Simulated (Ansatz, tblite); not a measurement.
# The cluster Ge3H8O10: isomers from a random search, part 2 of 2

Which shape does the cluster Ge3H8O10 prefer? Candidates from a tight-binding search are relaxed and compared.

Ansatz 0.2.0, Gaussian basis; relaxed with PBE-D4/def2-SVP, singlet.

## Step 3: Relaxing candidate B

Contents of in.yaml:

```yaml
crystal:
  periodic: [false, false, false]
  atoms:
    - {symbol: Ge, position_ang: [-2.139370, -0.324170, -0.803600]}
    - {symbol: Ge, position_ang: [1.742520, 0.179130, -1.873520]}
    - {symbol: Ge, position_ang: [0.245200, 1.385900, 1.686460]}
    - {symbol: O, position_ang: [-1.418200, 0.726800, 1.567620]}
    - {symbol: O, position_ang: [-0.920340, 0.168410, -2.005170]}
    - {symbol: O, position_ang: [0.594480, 2.836470, 0.885410]}
    - {symbol: O, position_ang: [1.454700, 0.176470, 1.005720]}
    - {symbol: O, position_ang: [-0.792410, -2.660750, -0.610550]}
    - {symbol: O, position_ang: [1.147640, -1.183410, 1.189480]}
    - {symbol: O, position_ang: [-2.250290, 0.937230, 0.429690]}
    - {symbol: O, position_ang: [-1.476340, -1.679000, 0.158120]}
    - {symbol: O, position_ang: [0.149280, 0.830700, -1.305470]}
    - {symbol: O, position_ang: [0.437330, -1.386320, 2.363010]}
    - {symbol: H, position_ang: [-3.424760, -0.503570, -1.520340]}
    - {symbol: H, position_ang: [0.128060, -2.566330, -0.306790]}
    - {symbol: H, position_ang: [-0.498360, -1.466800, 2.080360]}
    - {symbol: H, position_ang: [2.638490, 1.211160, -1.280940]}
    - {symbol: H, position_ang: [0.479800, 2.836490, -0.068390]}
    - {symbol: H, position_ang: [1.912280, -1.223430, -1.381270]}
    - {symbol: H, position_ang: [0.384090, 1.467810, 3.158810]}
    - {symbol: H, position_ang: [1.606180, 0.237220, -3.368650]}
basis:
  gaussian: {orbitals: def2-SVP}
hamiltonian: {xc: pbe, dispersion: d4}
scf: {lower_state_search: "off"}
output: {orbitals: {seedname: orbitals}}
relax: {f_tol: 0.03, max_steps: 70}
```

Launch:

```console
$ ansatz run in.yaml --threads 4 --pin off --events-out ev --progress --plain --max-ram 6963MiB
```

Log:

```text
Functional definition: PBE
  name "PBE"
  cite "Perdew, Burke & Ernzerhof, Phys. Rev. Lett. 77, 3865 (1996) doi:10.1103/PhysRevLett.77.3865"
  parent pbe
  parameter kappa = 0.804
  parameter beta = 0.06672455060314922
  exchange = pbe_x(kappa = kappa, mu = beta*pi^2/3)
  correlation = pbe_c(beta = beta)
these checks for a lower state are left out or cut short: stability, starts, cluster_reference, orbital_swaps, neighbouring_geometries, increment
2947 factors; their error is unknown
mean field evaluation 1: about -190044.0973 eV, gradient 1.0e2 eV
mean field evaluation 2: about -189983.1634 eV, gradient 2.1e2 eV
mean field evaluation 4: about -190061.4254 eV, gradient 1.8e1 eV
mean field evaluation 8: about -190062.0218 eV, gradient 3.5e-1 eV
mean field evaluation 16: about -190061.8667 eV, gradient 3.4e-3 eV
mean field -190061.86666355 eV, -6984.6447713252 hartree, gradient 5.2e-6 eV, S^2 0.000000; 0 other end points of the search recorded, 0 dependent functions left out
the calculation of the forces begins
reference -190061.86671199 eV, -6984.6447731053 hartree; 92, 92 occupied and 184, 184 virtual orbitals, 2947 factors
relax step   1: F+E_penalty+E_count = -190062.67154323 eV  Δ(F+E_penalty+E_count) = +0.000e0 eV  max|allowed force component| = 2.009e0 eV/Å  Δτ_max = 0.0000 Å  (23 SCF iters, accepted)
these checks for a lower state are left out or cut short: stability, starts, cluster_reference, orbital_swaps, neighbouring_geometries, increment
2947 factors; their error is unknown
mean field evaluation 32: about -190062.4088 eV, gradient 2.0e-4 eV
mean field -190062.40882343 eV, -6984.6646953334 hartree, gradient 2.1e-6 eV, S^2 0.000000; 0 other end points of the search recorded, 0 dependent functions left out
the calculation of the forces begins
reference -190062.40887131 eV, -6984.6646970928 hartree; 92, 92 occupied and 184, 184 virtual orbitals, 2947 factors
relax step   2: F+E_penalty+E_count = -190063.21224962 eV  Δ(F+E_penalty+E_count) = -5.407e-1 eV  max|allowed force component| = 9.917e-1 eV/Å  Δτ_max = 0.1914 Å  (28 SCF iters, accepted)
these checks for a lower state are left out or cut short: stability, starts, cluster_reference, orbital_swaps, neighbouring_geometries, increment
2947 factors; their error is unknown
mean field -190062.57363519 eV, -6984.6707520536 hartree, gradient 3.0e-6 eV, S^2 0.000000; 0 other end points of the search recorded, 0 dependent functions left out
the calculation of the forces begins
reference -190062.57368333 eV, -6984.6707538228 hartree; 92, 92 occupied and 184, 184 virtual orbitals, 2947 factors
relax step   3: F+E_penalty+E_count = -190063.38125113 eV  Δ(F+E_penalty+E_count) = -1.690e-1 eV  max|allowed force component| = 5.125e-1 eV/Å  Δτ_max = 0.1941 Å  (27 SCF iters, accepted)
these checks for a lower state are left out or cut short: stability, starts, cluster_reference, orbital_swaps, neighbouring_geometries, increment
2947 factors; their error is unknown
mean field -190062.62825060 eV, -6984.6727591330 hartree, gradient 2.6e-6 eV, S^2 0.000000; 0 other end points of the search recorded, 0 dependent functions left out
the calculation of the forces begins
reference -190062.62829887 eV, -6984.6727609068 hartree; 92, 92 occupied and 184, 184 virtual orbitals, 2947 factors
relax step   4: F+E_penalty+E_count = -190063.43596718 eV  Δ(F+E_penalty+E_count) = -5.472e-2 eV  max|allowed force component| = 3.649e-1 eV/Å  Δτ_max = 0.1201 Å  (22 SCF iters, accepted)
these checks for a lower state are left out or cut short: stability, starts, cluster_reference, orbital_swaps, neighbouring_geometries, increment
2947 factors; their error is unknown
mean field -190062.65594786 eV, -6984.6737769885 hartree, gradient 2.6e-6 eV, S^2 0.000000; 0 other end points of the search recorded, 0 dependent functions left out
the calculation of the forces begins
reference -190062.65599639 eV, -6984.6737787720 hartree; 92, 92 occupied and 184, 184 virtual orbitals, 2947 factors
relax step   5: F+E_penalty+E_count = -190063.46507475 eV  Δ(F+E_penalty+E_count) = -2.911e-2 eV  max|allowed force component| = 2.420e-1 eV/Å  Δτ_max = 0.1154 Å  (22 SCF iters, accepted)
these checks for a lower state are left out or cut short: stability, starts, cluster_reference, orbital_swaps, neighbouring_geometries, increment
2947 factors; their error is unknown
mean field -190062.67588422 eV, -6984.6745096364 hartree, gradient 1.9e-6 eV, S^2 0.000000; 0 other end points of the search recorded, 0 dependent functions left out
the calculation of the forces begins
reference -190062.67593260 eV, -6984.6745114143 hartree; 92, 92 occupied and 184, 184 virtual orbitals, 2947 factors
relax step   6: F+E_penalty+E_count = -190063.48385455 eV  Δ(F+E_penalty+E_count) = -1.878e-2 eV  max|allowed force component| = 1.611e-1 eV/Å  Δτ_max = 0.0789 Å  (22 SCF iters, accepted)
these checks for a lower state are left out or cut short: stability, starts, cluster_reference, orbital_swaps, neighbouring_geometries, increment
2947 factors; their error is unknown
mean field evaluation 64: about -190062.3552 eV, gradient 1.1e1 eV
mean field -190062.69354252 eV, -6984.6751585668 hartree, gradient 1.8e-6 eV, S^2 0.000000; 0 other end points of the search recorded, 0 dependent functions left out
the calculation of the forces begins
reference -190062.69359106 eV, -6984.6751603507 hartree; 92, 92 occupied and 184, 184 virtual orbitals, 2947 factors
relax step   7: F+E_penalty+E_count = -190063.49839400 eV  Δ(F+E_penalty+E_count) = -1.454e-2 eV  max|allowed force component| = 3.559e-1 eV/Å  Δτ_max = 0.1468 Å  (28 SCF iters, accepted)
these checks for a lower state are left out or cut short: stability, starts, cluster_reference, orbital_swaps, neighbouring_geometries, increment
2947 factors; their error is unknown
mean field -190062.70142828 eV, -6984.6754483633 hartree, gradient 2.1e-6 eV, S^2 0.000000; 0 other end points of the search recorded, 0 dependent functions left out
the calculation of the forces begins
reference -190062.70147683 eV, -6984.6754501473 hartree; 92, 92 occupied and 184, 184 virtual orbitals, 2947 factors
relax step   8: F+E_penalty+E_count = -190063.50618574 eV  Δ(F+E_penalty+E_count) = -7.792e-3 eV  max|allowed force component| = 1.173e-1 eV/Å  Δτ_max = 0.0383 Å  (22 SCF iters, accepted)
these checks for a lower state are left out or cut short: stability, starts, cluster_reference, orbital_swaps, neighbouring_geometries, increment
2947 factors; their error is unknown
mean field -190062.70421963 eV, -6984.6755509436 hartree, gradient 2.2e-6 eV, S^2 0.000000; 0 other end points of the search recorded, 0 dependent functions left out
the calculation of the forces begins
reference -190062.70426827 eV, -6984.6755527309 hartree; 92, 92 occupied and 184, 184 virtual orbitals, 2947 factors
relax step   9: F+E_penalty+E_count = -190063.50948478 eV  Δ(F+E_penalty+E_count) = -3.299e-3 eV  max|allowed force component| = 4.878e-2 eV/Å  Δτ_max = 0.0333 Å  (22 SCF iters, accepted)
these checks for a lower state are left out or cut short: stability, starts, cluster_reference, orbital_swaps, neighbouring_geometries, increment
2947 factors; their error is unknown
mean field -190062.70578442 eV, -6984.6756084485 hartree, gradient 1.8e-6 eV, S^2 0.000000; 0 other end points of the search recorded, 0 dependent functions left out
the calculation of the forces begins
reference -190062.70583314 eV, -6984.6756102389 hartree; 92, 92 occupied and 184, 184 virtual orbitals, 2947 factors
relax step  10: F+E_penalty+E_count = -190063.51066966 eV  Δ(F+E_penalty+E_count) = -1.185e-3 eV  max|allowed force component| = 3.450e-2 eV/Å  Δτ_max = 0.0295 Å  (22 SCF iters, accepted)
these checks for a lower state are left out or cut short: stability, starts, cluster_reference, orbital_swaps, neighbouring_geometries, increment
2947 factors; their error is unknown
mean field evaluation 96: about -190062.7053 eV, gradient 4.4e-5 eV
mean field -190062.70526316 eV, -6984.6755892925 hartree, gradient 1.8e-6 eV, S^2 0.000000; 0 other end points of the search recorded, 0 dependent functions left out
the calculation of the forces begins
reference -190062.70531188 eV, -6984.6755910828 hartree; 92, 92 occupied and 184, 184 virtual orbitals, 2947 factors
relax step  11: F+E_penalty+E_count = -190063.51109877 eV  Δ(F+E_penalty+E_count) = -4.291e-4 eV  max|allowed force component| = 1.734e-2 eV/Å  Δτ_max = 0.0258 Å  (23 SCF iters, accepted)
Total energy: -190063.51114749 eV, -6984.7052049952 hartree
Atom 0 at    -1.992335    -0.258798    -0.727662 Å, force    -0.003502    -0.005298     0.003436 eV/Å
Atom 1 at     1.743685     0.256245    -2.143727 Å, force     0.016493     0.007847     0.000170 eV/Å
Atom 2 at     0.199988     1.242458     1.823684 Å, force    -0.013124    -0.000119     0.008020 eV/Å
Atom 3 at    -1.582536     0.754139     1.761137 Å, force     0.002368    -0.000921    -0.003899 eV/Å
Atom 4 at    -0.923909     0.296411    -2.092722 Å, force     0.001274     0.003051    -0.000568 eV/Å
Atom 5 at     0.504639     2.609994     0.756771 Å, force     0.002895     0.017340     0.001462 eV/Å
Atom 6 at     1.153933    -0.078181     0.938231 Å, force     0.005449    -0.004722     0.001642 eV/Å
Atom 7 at    -0.387719    -2.415744    -0.508744 Å, force    -0.007736    -0.006545    -0.004479 eV/Å
Atom 8 at     1.128291    -1.383416     1.654416 Å, force    -0.008602    -0.012577    -0.000096 eV/Å
Atom 9 at    -2.118923     1.127709     0.450773 Å, force    -0.003228     0.004548    -0.000962 eV/Å
Atom 10 at    -1.379879    -1.679900     0.274123 Å, force     0.007671     0.003734    -0.000912 eV/Å
Atom 11 at     0.191750     1.072384    -1.537866 Å, force    -0.013831     0.002057    -0.000142 eV/Å
Atom 12 at     0.033268    -1.387931     2.546173 Å, force     0.008181     0.003357     0.005970 eV/Å
Atom 13 at    -3.330897    -0.592091    -1.418094 Å, force     0.002207     0.001939    -0.002739 eV/Å
Atom 14 at     0.413420    -2.202162     0.037850 Å, force     0.000987     0.004170     0.004793 eV/Å
Atom 15 at    -0.734703    -1.544614     1.911462 Å, force     0.007365     0.001439    -0.003592 eV/Å
Atom 16 at     2.818240     1.136126    -1.469115 Å, force    -0.002381    -0.010541     0.004650 eV/Å
Atom 17 at     0.200139     2.350265    -0.148414 Å, force    -0.001421    -0.009718    -0.005247 eV/Å
Atom 18 at     1.743539    -1.222306    -1.706084 Å, force     0.001394     0.011457    -0.007914 eV/Å
Atom 19 at     0.588060     1.516276     3.283395 Å, force     0.002744    -0.000778    -0.002486 eV/Å
Atom 20 at     1.731927     0.403145    -3.685597 Å, force    -0.005204    -0.009722     0.002892 eV/Å
Dipole moment:     0.115491    -0.169910    -0.264507 e Å
Checks for a lower state left out: stability, starts, cluster_reference, orbital_swaps, neighbouring_geometries, increment
```

It took 1.8 min on 4 threads of Intel Xeon at 2.50GHz, shared host; peak memory 0.67 GiB.

Relaxation path:

```csv
step,energy from step 1 (eV),largest force component (eV/Å)
1,0.0000,2.0094
2,-0.5407,0.9917
3,-0.7097,0.5125
4,-0.7644,0.3649
5,-0.7935,0.2420
6,-0.8123,0.1611
7,-0.8269,0.3559
8,-0.8346,0.1173
9,-0.8379,0.0488
10,-0.8391,0.0345
11,-0.8396,0.0173
```

Distances of close pairs at the start and the end, largest changes first:

```csv
bond,before (Å),after (Å),change (Å)
O7–O9,1.406,1.489,+0.083
Ge3–O6,1.693,1.761,+0.068
Ge1–H14,1.483,1.543,+0.060
Ge1–O10,1.768,1.824,+0.056
Ge3–O4,1.793,1.849,+0.056
Ge1–O11,1.789,1.843,+0.055
Ge2–H17,1.490,1.544,+0.054
Ge3–H20,1.481,1.535,+0.054
```

## Step 4: The relaxed candidates

```csv
candidate,point group,"bonds (count, mean Å)",energy above the lowest (eV)
A,C1,"Ge–O 11, 1.87; O–O 2, 1.52; H–O 6, 1.00; Ge–H 2, 1.53",0.000
B,C1,"Ge–O 7, 1.83; O–O 5, 1.46; Ge–H 5, 1.54; H–O 3, 1.00",7.837
```

## Step 5: Candidate B, GFN1-xTB

Tight binding, by tblite at 300 K electronic temperature and without a spin-polarisation term:

```python
tblite.interface.Calculator('GFN1-xTB', numbers, positions, charge=0, uhf=0).singlepoint()
```

Energy -1519.0144 eV, HOMO -12.60 eV, LUMO -6.57 eV; 0.12 s.

## Step 6: Candidate B, GFN2-xTB

Tight binding, by tblite at 300 K electronic temperature and without a spin-polarisation term:

```python
tblite.interface.Calculator('GFN2-xTB', numbers, positions, charge=0, uhf=0).singlepoint()
```

Energy -1367.4426 eV, HOMO -12.20 eV, LUMO -7.13 eV; 0.096 s.

## Step 7: Candidate B, PBE0-D4/def2-TZVP

start.molden holds the orbitals of an earlier run on this state, given as this run's starting guess.

Contents of in.yaml:

```yaml
crystal:
  periodic: [false, false, false]
  atoms:
    - {symbol: Ge, position_ang: [-1.992335, -0.258798, -0.727662]}
    - {symbol: Ge, position_ang: [1.743685, 0.256245, -2.143727]}
    - {symbol: Ge, position_ang: [0.199988, 1.242458, 1.823684]}
    - {symbol: O, position_ang: [-1.582536, 0.754139, 1.761137]}
    - {symbol: O, position_ang: [-0.923909, 0.296411, -2.092722]}
    - {symbol: O, position_ang: [0.504639, 2.609994, 0.756771]}
    - {symbol: O, position_ang: [1.153933, -0.078181, 0.938231]}
    - {symbol: O, position_ang: [-0.387719, -2.415744, -0.508744]}
    - {symbol: O, position_ang: [1.128291, -1.383416, 1.654416]}
    - {symbol: O, position_ang: [-2.118923, 1.127709, 0.450773]}
    - {symbol: O, position_ang: [-1.379879, -1.679900, 0.274123]}
    - {symbol: O, position_ang: [0.191750, 1.072384, -1.537866]}
    - {symbol: O, position_ang: [0.033268, -1.387931, 2.546173]}
    - {symbol: H, position_ang: [-3.330897, -0.592091, -1.418094]}
    - {symbol: H, position_ang: [0.413420, -2.202162, 0.037850]}
    - {symbol: H, position_ang: [-0.734703, -1.544614, 1.911462]}
    - {symbol: H, position_ang: [2.818240, 1.136126, -1.469115]}
    - {symbol: H, position_ang: [0.200139, 2.350265, -0.148414]}
    - {symbol: H, position_ang: [1.743539, -1.222306, -1.706084]}
    - {symbol: H, position_ang: [0.588060, 1.516276, 3.283395]}
    - {symbol: H, position_ang: [1.731927, 0.403145, -3.685597]}
basis:
  gaussian: {orbitals: def2-TZVP, initial_orbitals: start.molden}
hamiltonian: {xc: pbe0, dispersion: d4}
scf: {omitted_lower_state_checks: [starts]}
output: {orbitals: {seedname: orbitals}}
```

The command is unchanged.

Log, shortened:

```text
Functional definition: PBE0
  name "PBE0"
  cite "Adamo & Barone, J. Chem. Phys. 110, 6158 (1999) doi:10.1063/1.478522"
  cite "Perdew, Burke & Ernzerhof, Phys. Rev. Lett. 77, 3865 (1996) doi:10.1103/PhysRevLett.77.3865"
  parent pbe
[...]
3065 factors; their error is unknown
the host lacks memory for fits, so the integrals are decomposed
3436 factors; integrals over basis functions are off by at most 1.3e-3 eV
[...]
mean field -190111.68451138 eV, -6986.4755434652 hartree, gradient 6.0e-5 eV, S^2 0.000000; 0 other end points of the search recorded, 0 dependent functions left out
reference -190111.68455151 eV, -6986.4755449400 hartree; 92, 92 occupied and 410, 410 virtual orbitals, 3436 factors
Total energy: -190112.39000729 eV, -6986.5014699618 hartree
Checks for a lower state left out: starts
```

Wall time 78 s (4 threads of Intel Xeon at 2.50GHz, shared host); peak memory 3.8 GiB.

HOMO -8.10 eV, LUMO -1.45 eV.

## Step 8: Candidate B, PBE-D4/def2-TZVP

Edit in.yaml of step 7 so:

```diff
@@ -26,4 +26,4 @@
   gaussian: {orbitals: def2-TZVP, initial_orbitals: start.molden}
-hamiltonian: {xc: pbe0, dispersion: d4}
+hamiltonian: {xc: pbe, dispersion: d4}
 scf: {omitted_lower_state_checks: [starts]}
-output: {orbitals: {seedname: orbitals}}
+output: {forces: true, orbitals: {seedname: orbitals}}
```

The command is unchanged.

Log, shortened:

```text
Functional definition: PBE
  name "PBE"
  cite "Perdew, Burke & Ernzerhof, Phys. Rev. Lett. 77, 3865 (1996) doi:10.1103/PhysRevLett.77.3865"
  parent pbe
[...]
2936 factors; their error is unknown
[...]
mean field -190109.21216755 eV, -6986.3846865051 hartree, gradient 2.3e-5 eV, S^2 0.000000; 0 other end points of the search recorded, 0 dependent functions left out
[...]
reference -190109.21222140 eV, -6986.3846884842 hartree; 92, 92 occupied and 410, 410 virtual orbitals, 2936 factors
Total energy: -190110.01805703 eV, -6986.4143023974 hartree
Atom 0 at    -1.992335    -0.258798    -0.727662 Å, force     0.089012     0.049497     0.004854 eV/Å
Atom 1 at     1.743685     0.256245    -2.143727 Å, force     0.000236     0.047040    -0.047098 eV/Å
Atom 2 at     0.199988     1.242458     1.823684 Å, force    -0.044229    -0.123529    -0.001205 eV/Å
[...]
Atom 12 at     0.033268    -1.387931     2.546173 Å, force    -0.217905    -0.108098     0.098551 eV/Å
Atom 13 at    -3.330897    -0.592091    -1.418094 Å, force     0.030460    -0.000967     0.020352 eV/Å
Atom 14 at     0.413420    -2.202162     0.037850 Å, force    -0.098430    -0.050576    -0.121610 eV/Å
Atom 15 at    -0.734703    -1.544614     1.911462 Å, force     0.142440     0.019793     0.123541 eV/Å
Atom 16 at     2.818240     1.136126    -1.469115 Å, force    -0.045762    -0.042622    -0.011027 eV/Å
Atom 17 at     0.200139     2.350265    -0.148414 Å, force     0.067254     0.065773     0.172507 eV/Å
Atom 18 at     1.743539    -1.222306    -1.706084 Å, force     0.014562     0.064766    -0.023017 eV/Å
Atom 19 at     0.588060     1.516276     3.283395 Å, force    -0.005694    -0.029883    -0.036848 eV/Å
Atom 20 at     1.731927     0.403145    -3.685597 Å, force    -0.016723    -0.015527     0.060425 eV/Å
Dipole moment:     0.099067    -0.140037    -0.256775 e Å
Checks for a lower state left out: starts
```

It took 36 s on 4 threads of Intel Xeon at 2.50GHz, shared host; peak memory 1.7 GiB.

HOMO -6.26 eV, LUMO -2.72 eV.

## Step 9: Candidate B, r2SCAN-D4/def2-TZVP

Edit in.yaml of step 8 so:

```diff
@@ -26,4 +26,4 @@
   gaussian: {orbitals: def2-TZVP, initial_orbitals: start.molden}
-hamiltonian: {xc: pbe, dispersion: d4}
+hamiltonian: {xc: r2scan, dispersion: d4}
 scf: {omitted_lower_state_checks: [starts]}
-output: {forces: true, orbitals: {seedname: orbitals}}
+output: {orbitals: {seedname: orbitals}}
```

The command is unchanged.

Log:

```text
Functional definition: r2SCAN
  name "r2SCAN"
  cite "Furness, Kaplan, Ning, Perdew & Sun, J. Phys. Chem. Lett. 11, 8208 (2020) doi:10.1021/acs.jpclett.0c02405"
  cite "Furness, Kaplan, Ning, Perdew & Sun, J. Phys. Chem. Lett. 11, 9248 (2020) doi:10.1021/acs.jpclett.0c03077"
  parent r2scan
  parameter k0 = 0.174
  parameter k1 = 0.065
  parameter a1 = 4.9479
  exchange = r2scan_x(k0 = k0, k1 = k1, a1 = a1)
  correlation = r2scan_c
these checks for a lower state are left out or cut short: starts
2936 factors; their error is unknown
mean field evaluation 1: about -190144.9125 eV, gradient 1.3e1 eV
mean field evaluation 2: about -190145.0711 eV, gradient 2.3e-1 eV
mean field evaluation 4: about -190145.0204 eV, gradient 1.3e-3 eV
mean field -190145.02041058 eV, -6987.7006151649 hartree, gradient 1.5e-5 eV, S^2 0.000000; 0 other end points of the search recorded, 0 dependent functions left out
reference -190145.02042526 eV, -6987.7006157044 hartree; 92, 92 occupied and 410, 410 virtual orbitals, 2936 factors
Total energy: -190145.24543636 eV, -6987.7088847097 hartree
Checks for a lower state left out: starts
```

It took 58 s on 4 threads of Intel Xeon at 2.50GHz, shared host; peak memory 1.8 GiB.

HOMO -6.67 eV, LUMO -2.49 eV.

## Step 10: B against A

The energies of A at these levels come from its own runs, whose logs aren't repeated here.

```csv
level,B above A (eV),time
GFN1-xTB,+8.001,0.24 s
GFN2-xTB,+7.307,0.17 s
PBE-D4/def2-TZVP,+8.193,73 s
r2SCAN-D4/def2-TZVP,+8.494,1.8 min
PBE0-D4/def2-TZVP,+8.500,3 min
```

Times add the two runs; a level without a time comes out of a correlated run.

## Step 11: Summary of results

This closing draws on all 2 parts.

```
                                                         quantity                value
B above A, range of the levels free of doubt, tight binding aside  +8.193 to +8.500 eV
                                          levels that put B lower                 none
```

What this shows: All levels free of doubt put A (C1) below B (C1), by 7.307 to 8.500 eV. The lowest candidate holds a metal–hydrogen bond beside an O–O bond; a plain hydroxide of the same formula probably lies well lower and was missed. A random search of this size may have missed the true lowest shape. Only singlets are compared; another spin may lie lower and prefer another shape.
